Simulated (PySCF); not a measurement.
# CuF₃: ligand-field states

What do calculations give for the ligand-field states of CuF₃?

Programs: PySCF 2.14.0, with routines of our own; each step states its level. All values are computed. Atoms count from 0.

## 1. The starting structure

4 atoms, charge 0, states of the metal's open shell are computed; geometry from: model geometry, bond lengths from ionic radii.

## 2. Ligand-field states: state-averaged CASSCF

Job settings and geometry (Å):

```
{"job": {"kind": "lf", "basis": {"metal": "x2c-TZVPall", "ligand": "x2c-SVPall"}, "nevpt": true}, "charge": 0, "metal": "Cu", "open_shell": "d8"}
Cu     0.000000     0.000000     0.000000
F      1.660000     0.000000     0.000000
F     -0.830000     1.437602     0.000000
F     -0.830000    -1.437602     0.000000
```

With the program's defaults for keys left out, this is: state-averaged CASSCF of the metal d shell, SC-NEVPT2 on the averaged canonical orbitals, state-interaction spin-orbit coupling.

Started as:

```
$ OMP_NUM_THREADS=1 python lf_run.py task.json out
```

The driver reads the jobs from task.json and runs them one after another.

Standard output:

```text
basis functions 90, electrons 56, active (8e, 5o)
stage 1: DIIS on the effective Fock matrix, level shift 0.30
cycle   1  E = -1950.4118134329  dE = -1.950e+03  max|g| = 1.355e+00
cycle   2  E = -1950.6123616308  dE = -2.005e-01  max|g| = 1.197e+00
cycle   3  E = -1951.0832650430  dE = -4.709e-01  max|g| = 9.110e-01
cycle   4  E = -1951.1671237698  dE = -8.386e-02  max|g| = 2.128e-01
cycle   5  E = -1951.1993375997  dE = -3.221e-02  max|g| = 1.305e-01
cycle   6  E = -1951.0772459907  dE =  1.221e-01  max|g| = 3.537e-01
cycle   7  E = -1951.1362352802  dE = -5.899e-02  max|g| = 2.687e-01
cycle   8  E = -1951.2202737262  dE = -8.404e-02  max|g| = 1.566e-01
cycle   9  E = -1951.2593205252  dE = -3.905e-02  max|g| = 1.049e-01
cycle  10  E = -1951.2958686801  dE = -3.655e-02  max|g| = 8.342e-02
cycle  11  E = -1951.3314796739  dE = -3.561e-02  max|g| = 8.082e-02
cycle  12  E = -1951.3243253992  dE =  7.154e-03  max|g| = 1.475e-01
cycle  13  E = -1951.2638046193  dE =  6.052e-02  max|g| = 1.320e-01
cycle  14  E = -1951.3158791662  dE = -5.207e-02  max|g| = 1.876e-01
cycle  15  E = -1951.3194194814  dE = -3.540e-03  max|g| = 5.347e-02
stage 2: quasi-Newton rotations from the point of smallest gradient
cycle  17  E = -1951.3353959801  dE = -1.598e-02  max|g| = 8.154e-02
cycle  19  E = -1951.3398576888  dE = -4.462e-03  max|g| = 3.768e-02
cycle  20  E = -1951.3414945352  dE = -1.637e-03  max|g| = 1.046e-02
cycle  21  E = -1951.3415941557  dE = -9.962e-05  max|g| = 4.033e-03
cycle  22  E = -1951.3416054004  dE = -1.124e-05  max|g| = 1.191e-03
cycle  23  E = -1951.3416071151  dE = -1.715e-06  max|g| = 2.731e-04
cycle  24  E = -1951.3416072687  dE = -1.536e-07  max|g| = 9.318e-05
cycle  25  E = -1951.3416072746  dE = -5.849e-09  max|g| = 2.099e-05
cycle  26  E = -1951.3416072751  dE = -5.180e-10  max|g| = 4.246e-06
converged average energy = -1951.3416072751

 mult deg   label        CASSCF/cm-1   NEVPT2/cm-1
   3   1   3A2'                0.0           0.0
   3   1   3A2''            1602.9        6883.1
   3   1   3A1''            1218.3        6892.2
   1   2   1E'             11639.2        8578.0
   1   1   1A1'            10931.1       10011.5
   3   2   3E''             4627.8       11336.1
   3   2   3E'              2613.1       11563.5
   1   2   1E''            16930.4       20459.9
   1   2   1E'             20990.3       27268.0
   1   1   1A1''           24292.8       27415.2
   1   1   1A2''           24956.5       27821.1
   3   1   3A2'            20188.9       28035.9
   3   2   3E''            30949.7       41011.9
   1   2   1E'             36050.7       44379.4
   1   2   1E''            39652.7       51068.8
   1   1   1A1'            40964.7       53382.7
   1   1   1A1'            68097.0       67921.3

spin-orbit levels / cm-1
      0.00  x1  3A2' 0.98
    208.01  x2  3A2' 0.99
   5783.76  x2  3A1'' 0.47 3A2'' 0.47 1E' 0.06
   7020.26  x1  3A2'' 0.97 3E' 0.03
   7029.24  x1  3A1'' 0.97 3E' 0.03
   8135.27  x2  3A2'' 0.49 3A1'' 0.47 3E' 0.04
   9060.45  x2  1E' 0.93 3A1'' 0.04
  10058.20  x1  1A1' 0.83 3E'' 0.17
  10653.63  x2  3E'' 0.67 3E' 0.30
  11096.96  x2  3E'' 0.75 3E' 0.24
  11183.69  x1  3E' 0.97 3A2'' 0.03
  11184.56  x1  3E' 0.97 3A1'' 0.03
  11954.21  x1  3E'' 1.00
  12389.06  x1  3E'' 0.82 1A1' 0.16
  12524.46  x2  3E' 0.66 3E'' 0.32
  12920.22  x2  3E' 0.75 3E'' 0.23
  20821.77  x2  1E'' 0.96
  27541.44  x2  1E' 0.99
  27720.70  x1  1A1'' 1.00
  28125.82  x1  1A2'' 1.00
  28291.86  x1  3A2' 0.99
  28398.92  x2  3A2' 0.98
  40847.02  x2  3E'' 0.96
  41305.69  x2  3E'' 1.00
  41601.52  x1  3E'' 0.99
  41684.80  x1  3E'' 1.00
  44782.74  x2  1E' 0.97
  51369.36  x2  1E'' 1.00
  53676.79  x1  1A1' 1.00
  68326.83  x1  1A1' 1.00
```

It took 3.3 s on 1 thread of Arm Neoverse V2, shared host; peak memory 0.26 GiB.

In short:

| quantity | value |
| --- | --- |
| spin-orbit constant ζ | 797 cm⁻¹ |

Powder susceptibility:

| T (K) | χT (cm³ K/mol) | μ(eff) |
| --- | --- | --- |
| 2 | 0.016 | 0.36 |
| 5 | 0.041 | 0.57 |
| 10 | 0.082 | 0.81 |
| 20 | 0.164 | 1.15 |
| 30 | 0.246 | 1.40 |
| 50 | 0.409 | 1.81 |
| 75 | 0.600 | 2.19 |
| 100 | 0.754 | 2.46 |
| 150 | 0.946 | 2.75 |
| 200 | 1.040 | 2.88 |
| 250 | 1.091 | 2.95 |
| 300 | 1.121 | 2.99 |

Orbitals, density, ELF and potential are computed afterwards from the orbital file.

The spin density lies nearest to Cu0 85 %.

## 3. Ligand-field states: state-averaged CASSCF (pyramidal angle at 95°)

Job settings and geometry (Å):

```
{"job": {"kind": "lf", "basis": {"metal": "x2c-TZVPall", "ligand": "x2c-SVPall"}, "nevpt": true, "reuse": true}, "charge": 0, "metal": "Cu", "open_shell": "d8"}
Cu     0.000000     0.000000     0.000000
F      1.653683     0.000000    -0.144679
F     -0.826842     1.432132    -0.144679
F     -0.826842    -1.432132    -0.144679
```

With the program's defaults for keys left out, this is: state-averaged CASSCF of the metal d shell, SC-NEVPT2 on the averaged canonical orbitals, state-interaction spin-orbit coupling.

Standard output:

```text
basis functions 90, electrons 56, active (8e, 5o)
start from the orbitals of the previous structure
stage 1: DIIS on the effective Fock matrix, level shift 0.30
cycle   1  E = -1950.9188107810  dE = -1.951e+03  max|g| = 8.619e-01
cycle   2  E = -1951.2323200617  dE = -3.135e-01  max|g| = 2.361e-01
cycle   3  E = -1951.3073874704  dE = -7.507e-02  max|g| = 2.129e-01
cycle   4  E = -1951.2728958756  dE =  3.449e-02  max|g| = 1.035e-01
cycle   5  E = -1951.3112085055  dE = -3.831e-02  max|g| = 4.652e-02
cycle   6  E = -1951.3269713945  dE = -1.576e-02  max|g| = 1.012e-01
cycle   7  E = -1951.3091601097  dE =  1.781e-02  max|g| = 6.571e-02
cycle   8  E = -1951.3204037827  dE = -1.124e-02  max|g| = 5.862e-02
cycle   9  E = -1951.3345272814  dE = -1.412e-02  max|g| = 6.695e-02
cycle  10  E = -1951.3232579870  dE =  1.127e-02  max|g| = 4.597e-02
cycle  11  E = -1951.2917357058  dE =  3.152e-02  max|g| = 9.250e-02
cycle  12  E = -1951.2019040264  dE =  8.983e-02  max|g| = 2.192e-01
cycle  13  E = -1951.0534646730  dE =  1.484e-01  max|g| = 4.089e-01
cycle  14  E = -1950.9000639446  dE =  1.534e-01  max|g| = 5.581e-01
cycle  15  E = -1950.7656724250  dE =  1.344e-01  max|g| = 6.598e-01
stage 2: quasi-Newton rotations from the point of smallest gradient
cycle  17  E = -1951.3385971148  dE = -1.534e-02  max|g| = 2.410e-02
cycle  18  E = -1951.3390756546  dE = -4.785e-04  max|g| = 3.629e-02
cycle  19  E = -1951.3397023461  dE = -6.267e-04  max|g| = 6.066e-03
cycle  20  E = -1951.3397422084  dE = -3.986e-05  max|g| = 1.069e-03
cycle  21  E = -1951.3397449872  dE = -2.779e-06  max|g| = 3.319e-04
cycle  22  E = -1951.3397452033  dE = -2.160e-07  max|g| = 1.307e-04
cycle  23  E = -1951.3397452322  dE = -2.896e-08  max|g| = 4.223e-05
cycle  24  E = -1951.3397452351  dE = -2.908e-09  max|g| = 1.402e-05
cycle  25  E = -1951.3397452354  dE = -2.892e-10  max|g| = 2.391e-06
converged average energy = -1951.3397452354

 mult deg   label        CASSCF/cm-1   NEVPT2/cm-1
   3   1   3A2                 0.0           0.0
   3   1   3A1              2809.0        6671.0
   3   1   3A2              3834.0        6801.6
   1   2   1E              12727.7        8384.1
   1   1   1A1             12290.3       10008.7
   3   2   3E               3859.4       11252.4
   3   2   3E               5913.4       11298.3
   1   2   1E              18409.8       20387.7
   1   2   1E              22230.5       27063.3
   1   1   1A2             25489.3       27168.5
   1   1   1A1             26084.0       27441.1
   3   1   3A2             21199.3       27483.4
   3   2   3E              32025.4       40586.2
   1   2   1E              37062.6       43917.3
   1   2   1E              40740.8       50668.9
   1   1   1A1             42053.2       52947.7
   1   1   1A1             69193.8       67540.2

spin-orbit levels / cm-1
      0.00  x1  3A2 0.98
     50.66  x2  3A2 0.98
   5836.48  x2  3A1 0.47 3A2 0.45 1E 0.06
   6676.46  x1  3A2 0.93 1A1 0.04
   6728.22  x1  3A1 0.97 3E 0.03
   7699.85  x1  3A2 0.48 3A1 0.47
   7699.86  x1  3A2 0.48 3A1 0.47
   8747.76  x1  1E 0.93 3A2 0.04 3A1 0.03
   8747.77  x1  1E 0.93 3A2 0.04 3A1 0.03
  10010.34  x1  1A1 0.78 3E 0.20
  10432.41  x1  3E 0.59 3E 0.39
  10432.42  x1  3E 0.59 3E 0.39
  10775.38  x1  3E 0.96
  10802.15  x1  3E 0.92 3E 0.04 3A1 0.03
  10938.35  x1  3E 0.65 3E 0.34
  10938.41  x1  3E 0.65 3E 0.34
  11837.22  x1  3E 0.96 3E 0.04
  12227.10  x2  3E 0.58 3E 0.41
  12370.82  x1  3E 0.76 1A1 0.17 3A2 0.03
  12652.14  x1  3E 0.65 3E 0.32
  12652.18  x1  3E 0.65 3E 0.32
  20656.01  x2  1E 0.96
  27248.32  x2  1E 0.98
  27396.64  x1  1A2 1.00
  27606.17  x1  3A2 0.52 1A1 0.48
  27725.90  x1  1A1 0.52 3A2 0.48
  27779.25  x2  3A2 0.97
  40349.15  x2  3E 0.96
  40802.79  x1  3E 1.00
  40802.80  x1  3E 1.00
```

Run time: 2.1 s. Hardware: 1 thread of Arm Neoverse V2, shared host; peak memory 0.26 GiB.

From this job:

| quantity | value |
| --- | --- |
| spin-orbit constant ζ | 796 cm⁻¹ |

Powder susceptibility:

| T (K) | χT (cm³ K/mol) | μ(eff) |
| --- | --- | --- |
| 2 | 0.064 | 0.71 |
| 20 | 0.624 | 2.23 |
| 100 | 1.176 | 3.07 |
| 300 | 1.244 | 3.15 |

## 4. Ligand-field states: state-averaged CASSCF (pyramidal angle at 100°)

Job settings and geometry (Å):

```
{"job": {"kind": "lf", "basis": {"metal": "x2c-TZVPall", "ligand": "x2c-SVPall"}, "nevpt": true, "reuse": true}, "charge": 0, "metal": "Cu", "open_shell": "d8"}
Cu     0.000000     0.000000     0.000000
F      1.634781     0.000000    -0.288256
F     -0.817390     1.415762    -0.288256
F     -0.817390    -1.415762    -0.288256
```

Method: state-averaged CASSCF of the metal d shell, SC-NEVPT2 on the averaged canonical orbitals, state-interaction spin-orbit coupling.

Standard output:

```text
basis functions 90, electrons 56, active (8e, 5o)
start from the orbitals of the previous structure
stage 1: DIIS on the effective Fock matrix, level shift 0.30
cycle   1  E = -1950.9170326699  dE = -1.951e+03  max|g| = 7.299e-01
cycle   2  E = -1951.2063996964  dE = -2.894e-01  max|g| = 2.064e-01
cycle   3  E = -1951.3046010042  dE = -9.820e-02  max|g| = 1.328e-01
cycle   4  E = -1951.2830936411  dE =  2.151e-02  max|g| = 9.037e-02
cycle   5  E = -1951.3184153632  dE = -3.532e-02  max|g| = 3.088e-02
cycle   6  E = -1951.3237161522  dE = -5.301e-03  max|g| = 8.068e-02
cycle   7  E = -1951.3154006680  dE =  8.315e-03  max|g| = 8.453e-02
cycle   8  E = -1951.3219970463  dE = -6.596e-03  max|g| = 5.121e-02
cycle   9  E = -1951.2661245069  dE =  5.587e-02  max|g| = 1.178e-01
cycle  10  E = -1951.1258732888  dE =  1.403e-01  max|g| = 3.196e-01
cycle  11  E = -1950.9033662620  dE =  2.225e-01  max|g| = 5.440e-01
cycle  12  E = -1950.6948508832  dE =  2.085e-01  max|g| = 7.402e-01
cycle  13  E = -1950.5229563551  dE =  1.719e-01  max|g| = 9.006e-01
cycle  14  E = -1950.4022728626  dE =  1.207e-01  max|g| = 8.882e-01
cycle  15  E = -1950.3027573726  dE =  9.952e-02  max|g| = 1.093e+00
stage 2: quasi-Newton rotations from the point of smallest gradient
cycle  17  E = -1951.3315719474  dE = -1.316e-02  max|g| = 4.850e-02
cycle  19  E = -1951.3332993041  dE = -1.727e-03  max|g| = 1.732e-02
cycle  20  E = -1951.3340465552  dE = -7.473e-04  max|g| = 3.757e-03
cycle  21  E = -1951.3340844806  dE = -3.793e-05  max|g| = 1.578e-03
cycle  22  E = -1951.3340881993  dE = -3.719e-06  max|g| = 7.348e-04
cycle  23  E = -1951.3340887514  dE = -5.522e-07  max|g| = 1.406e-04
cycle  24  E = -1951.3340888062  dE = -5.475e-08  max|g| = 3.725e-05
cycle  25  E = -1951.3340888092  dE = -2.994e-09  max|g| = 1.061e-05
cycle  26  E = -1951.3340888093  dE = -1.826e-10  max|g| = 2.941e-06
converged average energy = -1951.3340888093

 mult deg   label        CASSCF/cm-1   NEVPT2/cm-1
   3   1   3A2                 0.0           0.0
   3   1   3A1              4265.2        8188.3
   1   2   1E              13882.1        9832.2
   3   1   3A2              7330.4       10796.1
   1   1   1A1             14188.0       12128.2
   3   2   3E               5403.9       12456.7
   3   2   3E               7623.3       13335.0
   1   2   1E              20594.6       22397.3
   3   1   3A2             22093.6       27987.3
   1   1   1A1             27300.6       28444.1
   1   2   1E              23779.1       28577.6
   1   1   1A2             26912.9       28578.6
   3   2   3E              33093.5       41466.1
   1   2   1E              37966.6       44725.1
   1   2   1E              41848.6       51629.7
   1   1   1A1             43156.1       53804.0
   1   1   1A1             70330.6       68561.0

spin-orbit levels / cm-1
      0.00  x1  3A2 0.99
      9.71  x2  3A2 0.99
   7919.18  x2  3A1 0.81 1E 0.09 3A2 0.08
   8194.14  x1  3A1 0.96 3E 0.03
   9959.62  x2  1E 0.79 3A1 0.13 3A2 0.05
  10325.43  x1  3A2 0.79 1A1 0.14 3E 0.04
  11040.04  x2  3A2 0.75 1E 0.10 3E 0.07
  12022.66  x2  3E 0.57 3E 0.34 3A2 0.06
  12056.97  x1  3E 0.81 3E 0.09 1A1 0.07
  12060.58  x1  3E 0.91 3E 0.05 3A1 0.03
  12124.05  x1  1A1 0.59 3E 0.21 3E 0.10
  12516.53  x2  3E 0.67 3E 0.29 3A2 0.04
  13738.15  x1  3E 0.94 3E 0.06
  13895.10  x2  3E 0.70 3E 0.27
  14318.89  x2  3E 0.57 3E 0.38
  14450.17  x1  3E 0.66 1A1 0.20 3A2 0.10
  22574.90  x2  1E 0.96
  28100.73  x1  3A2 0.95 1A1 0.04
  28205.73  x2  3A2 0.91 1E 0.07
  28651.51  x1  1A1 0.95 3A2 0.04
  28756.15  x2  1E 0.92 3A2 0.07
  28760.27  x1  1A2 1.00
  41198.74  x2  3E 0.96
  41636.78  x2  3E 1.00
  41929.22  x1  3E 0.99
  42009.04  x1  3E 1.00
  45000.69  x2  1E 0.97
  51807.12  x2  1E 1.00
  53974.60  x1  1A1 1.00
  68840.90  x1  1A1 1.00
```

Wall time 2.1 s (1 thread of Arm Neoverse V2, shared host); peak memory 0.27 GiB.

Key values:

| quantity | value |
| --- | --- |
| spin-orbit constant ζ | 795 cm⁻¹ |

Powder susceptibility:

| T (K) | χT (cm³ K/mol) | μ(eff) |
| --- | --- | --- |
| 2 | 0.327 | 1.62 |
| 20 | 1.158 | 3.04 |
| 100 | 1.212 | 3.11 |
| 300 | 1.238 | 3.15 |

[end of part 1 of 2]
